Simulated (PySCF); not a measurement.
# C6H6BrN (4-bromoaniline): the cost of one run

Programs: PySCF 2.14.0, with routines of our own; each step states its level. All values are computed. Atoms count from 0.

## 1. The starting structure

14 atoms, charge 0, multiplicity 1; geometry from: GFN2-xTB.

## 2. Relaxing the molecule at PBE0-D3(BJ)/def2-SVP

What the job is given:

```
{"job": {"xc": "PBE0", "basis": "def2-SVP", "d3": "d3bj", "grid": 2, "kind": "geom"}, "charge": 0, "multiplicity": 1}
N     -2.330023     0.248803     0.134553
C     -0.966124     0.110270     0.040045
C     -0.404138    -1.062884    -0.470023
C      0.964390    -1.234804    -0.501103
C      1.786559    -0.229696    -0.021262
Br     3.680814    -0.461739    -0.065334
C      1.254909     0.942403     0.488578
C     -0.114227     1.109736     0.517072
H     -2.894078    -0.356152    -0.438414
H     -2.689449     1.180068     0.260218
H     -1.052174    -1.843054    -0.841678
H      1.391368    -2.143419    -0.897365
H      1.907198     1.718405     0.858619
H     -0.535702     2.021588     0.913928
```

On the command line:

```
$ OMP_NUM_THREADS=1 python excited_run.py task.json out
```

The driver reads the jobs from task.json and runs them one after another.

**Question.** How long does this first job take on 1 thread of Arm Neoverse V1, shared host, and how much memory does it need?

About 65 s, with a peak of 0.84 GiB.
